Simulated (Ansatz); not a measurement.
# CH5ClMoN2O: one species, many methods

The task here is to estimate one member of a computed series from the others.

Program: Ansatz 0.2.0, Gaussian basis. Level of theory: functionals in def2-TZVPP, the program's frozen cores in correlated methods. These are calculated values, not measurements.

The runs, in order: LDA (SPW92), PBE-D4, revPBE-D4, BLYP-D4, r2SCAN-D4, B97M-V, PBE0-D4, B3LYP-D4, r2SCANh-D4, r2SCAN0-D4, HSE06-D4, BHLYP-D4, CAM-B3LYP-D4, LC-ωPBE, ωB97X-V, ωB97M-V, B2PLYP, PBE-QIDH; CCSD(T)/def2-SVP; MP2/def2-TZVPP; MP2/def2-QZVPP; RPA on PBE.

**The relaxed structure**

The geometry comes from an earlier relaxation with PBE0-D4 in a triple-zeta def2 set; it is a stationary point, not always the lowest conformer. Mo takes the def2 core potential; no spin-orbit term is included.

SMILES `C[N]=[Mo]([NH2])(=[O])[Cl]`, 11 atoms, charge 0, spin multiplicity 1.

Atoms are counted from 1 here; the program's logs count them from 0.

Bond lengths: C1–N2 1.418 Å, C1–H7 1.096 Å, C1–H8 1.095 Å, C1–H9 1.095 Å, N2–Mo3 1.722 Å, Mo3–N4 1.927 Å, Mo3–O5 1.680 Å, Mo3–Cl6 2.287 Å, N4–H10 1.010 Å, N4–H11 1.008 Å. Angles: N2–C1–H7 111.8°, N2–C1–H8 109.8°, N2–C1–H9 109.7°, H7–C1–H8 109.0°, H7–C1–H9 108.9°, H8–C1–H9 107.7°, C1–N2–Mo3 151.6°, N2–Mo3–N4 105.3°, N2–Mo3–O5 109.6°, N2–Mo3–Cl6 108.3°, N4–Mo3–O5 110.8°, N4–Mo3–Cl6 112.2°, O5–Mo3–Cl6 110.4°, Mo3–N4–H10 121.8°, Mo3–N4–H11 125.2°, H10–N4–H11 111.5°.

The first run:

The input, in.yaml:

```yaml
crystal:
  periodic: [false, false, false]
  atoms:
    - {symbol: C, position_ang: [-0.688344, -1.309944, -1.426706]}
    - {symbol: N, position_ang: [-0.532582, -0.376439, -0.370181]}
    - {symbol: Mo, position_ang: [0.165588, 1.045963, 0.302838]}
    - {symbol: N, position_ang: [0.955061, 0.485479, 1.968509]}
    - {symbol: O, position_ang: [1.336996, 1.647854, -0.739880]}
    - {symbol: Cl, position_ang: [-1.497806, 2.586014, 0.609070]}
    - {symbol: H, position_ang: [0.008108, -1.113452, -2.249198]}
    - {symbol: H, position_ang: [-1.712973, -1.267154, -1.810306]}
    - {symbol: H, position_ang: [-0.515542, -2.324063, -1.051288]}
    - {symbol: H, position_ang: [1.733739, 0.979653, 2.381098]}
    - {symbol: H, position_ang: [0.813254, -0.410912, 2.406744]}
basis:
  gaussian: {orbitals: def2-TZVPP}
hamiltonian: {xc: lda}
output: {orbitals: {seedname: orbitals}}
```

Run with:

```bash
$ ansatz run in.yaml --threads 4 --pin off --events-out ev --progress --plain --max-ram 11315MiB
```

Steps of the session up to this table: LDA; PBE-D4 (GGA); revPBE-D4 (GGA); BLYP-D4 (GGA); r2SCAN-D4 (meta-GGA); B97M-V (meta-GGA); B3LYP-D4 (hybrid); r2SCANh-D4 (hybrid); r2SCAN0-D4 (hybrid); HSE06-D4 (hybrid); BHLYP-D4 (hybrid); CAM-B3LYP-D4 (range-separated); LC-ωPBE (range-separated); ωB97X-V (range-separated); ωB97M-V (range-separated); B2PLYP (double hybrid); PBE-QIDH (double hybrid).

One of the session's tables, all rows but one given; the rest of the session is left out.

It belongs to the step «Frontier levels by functional». 

```
  functional  HOMO (eV)  LUMO (eV)  gap (eV)
 LDA (SPW92)      -6.53      -2.75      3.78
      PBE-D4      -6.36      -2.55      3.81
   revPBE-D4      -6.29      -2.47      3.82
     BLYP-D4      -6.24      -2.45      3.79
   r2SCAN-D4      -6.64      -2.51      4.12
      B97M-V      -6.72      -2.48      4.24
     PBE0-D4      -7.71      -1.84      5.87
    B3LYP-D4      -7.49      -2.05      5.43
  r2SCANh-D4          ?          ?         ?
  r2SCAN0-D4      -7.91      -1.82      6.09
    HSE06-D4      -7.31      -2.21      5.09
    BHLYP-D4      -8.99      -0.99      8.00
CAM-B3LYP-D4      -9.08      -0.81      8.26
     LC-ωPBE     -10.39       0.28     10.66
     ωB97X-V     -10.05       0.23     10.28
     ωB97M-V      -9.96       0.19     10.16
```

**Question.** Estimate the row for r2SCANh-D4.

Worked estimate for «HOMO (eV)». Against the share of exact exchange, r2SCAN-D4 (0, -6.64), r2SCAN0-D4 (0.25, -7.91) give a slope of -5.08 per unit share; at 0.1 the line stands at -7.15.

As computed: HOMO (eV): -7.14; LUMO (eV): -2.24; gap (eV): 4.90. In «HOMO (eV)» the line misses by -0.01.
